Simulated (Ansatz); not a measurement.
# CH₆FInOSi: a ladder of functionals and wavefunction methods

The task here is to estimate one member of a computed series from the others.

Program: Ansatz 0.2.0, Gaussian basis. Level of theory: functionals in def2-TZVPP, the program's frozen cores in correlated methods. These are calculated values, not measurements.

The runs, in order: LDA (SPW92), PBE-D4, revPBE-D4, BLYP-D4, r2SCAN-D4, B97M-V, PBE0-D4, B3LYP-D4, r2SCANh-D4, r2SCAN0-D4, HSE06-D4, BHLYP-D4, CAM-B3LYP-D4, LC-ωPBE, ωB97X-V, ωB97M-V, B2PLYP, PBE-QIDH; CCSD(T)/def2-SVP; CCSD(T)/def2-TZVPP; MP2/def2-QZVPP; extrapolation to the limit; RPA on PBE.

## The geometry

All runs share one geometry, relaxed beforehand with PBE0-D4 in a triple-zeta def2 set. In takes the def2 core potential; no spin-orbit term is included.

11 atoms, charge 0, spin multiplicity 1.

Atoms are counted from 1 here; the program's logs count them from 0.

Bond lengths: C1–In2 2.288 Å, C1–H6 1.096 Å, C1–H7 1.099 Å, C1–H8 1.098 Å, Si3–O4 1.635 Å, Si3–F5 1.597 Å, Si3–H9 1.480 Å, Si3–H10 1.474 Å, O4–H11 0.968 Å. Angles: In2–C1–H6 106.6°, In2–C1–H7 116.2°, In2–C1–H8 113.2°, H6–C1–H7 105.5°, H6–C1–H8 106.2°, H7–C1–H8 108.2°, O4–Si3–F5 109.5°, O4–Si3–H9 111.4°, O4–Si3–H10 106.7°, F5–Si3–H9 106.7°, F5–Si3–H10 108.2°, H9–Si3–H10 114.1°, Si3–O4–H11 119.0°.

Set-up of the first run:

Contents of in.yaml:

```yaml
crystal:
  periodic: [false, false, false]
  atoms:
    - {symbol: C, position_ang: [-1.672891, 0.339428, -1.207991]}
    - {symbol: In, position_ang: [-1.716205, -1.704610, -0.180724]}
    - {symbol: Si, position_ang: [1.692643, -0.138365, 1.242186]}
    - {symbol: O, position_ang: [0.944658, -0.651418, -0.118463]}
    - {symbol: F, position_ang: [0.617870, 0.031051, 2.411284]}
    - {symbol: H, position_ang: [-2.663411, 0.487694, -1.653000]}
    - {symbol: H, position_ang: [-0.958197, 0.452402, -2.035747]}
    - {symbol: H, position_ang: [-1.522868, 1.172400, -0.508716]}
    - {symbol: H, position_ang: [2.321468, 1.186747, 1.046814]}
    - {symbol: H, position_ang: [2.635741, -1.201004, 1.634329]}
    - {symbol: H, position_ang: [0.386791, -0.031326, -0.609373]}
basis:
  gaussian: {orbitals: def2-TZVPP}
hamiltonian: {xc: lda}
output: {orbitals: {seedname: orbitals}}
```

Steps of the session up to this table: LDA; PBE-D4 (GGA); revPBE-D4 (GGA); BLYP-D4 (GGA); r2SCAN-D4 (meta-GGA); B97M-V (meta-GGA); PBE0-D4 (hybrid); B3LYP-D4 (hybrid); r2SCANh-D4 (hybrid); r2SCAN0-D4 (hybrid); HSE06-D4 (hybrid); BHLYP-D4 (hybrid); CAM-B3LYP-D4 (range-separated); LC-ωPBE (range-separated); ωB97X-V (range-separated); ωB97M-V (range-separated); B2PLYP (double hybrid); PBE-QIDH (double hybrid).

One of the session's tables, all rows but one given; the rest of the session is left out.

It belongs to the step «Orbital energies across the functionals». 

| functional | HOMO (eV) | LUMO (eV) | gap (eV) |
| --- | --- | --- | --- |
| LDA (SPW92) | -4.78 | -2.27 | 2.51 |
| PBE-D4 | -4.58 | -2.03 | 2.55 |
| revPBE-D4 | -4.51 | -1.92 | 2.58 |
| BLYP-D4 | -4.45 | -1.99 | 2.46 |
| r2SCAN-D4 | -4.79 | -1.85 | 2.93 |
| B97M-V | -4.69 | -2.07 | 2.63 |
| PBE0-D4 | -5.49 | -1.35 | 4.15 |
| B3LYP-D4 | -5.35 | -1.60 | 3.75 |
| r2SCANh-D4 | -5.13 | -1.61 | 3.53 |
| r2SCAN0-D4 | ? | ? | ? |
| HSE06-D4 | -5.11 | -1.70 | 3.41 |
| BHLYP-D4 | -6.30 | -0.73 | 5.58 |
| CAM-B3LYP-D4 | -6.69 | -0.56 | 6.14 |
| LC-ωPBE | -7.83 | 0.48 | 8.31 |
| ωB97X-V | -7.56 | 0.35 | 7.91 |
| ωB97M-V | -7.52 | 0.09 | 7.61 |

Q: Estimate the row for r2SCAN0-D4 from the others.

Worked estimate for «HOMO (eV)». Against the share of exact exchange, r2SCAN-D4 (0, -4.79), r2SCANh-D4 (0.1, -5.13) give a slope of -3.40 per unit share; at 0.25 the line stands at -5.64.

As computed: HOMO (eV): -5.65; LUMO (eV): -1.25; gap (eV): 4.40. In «HOMO (eV)» the line misses by +0.01.
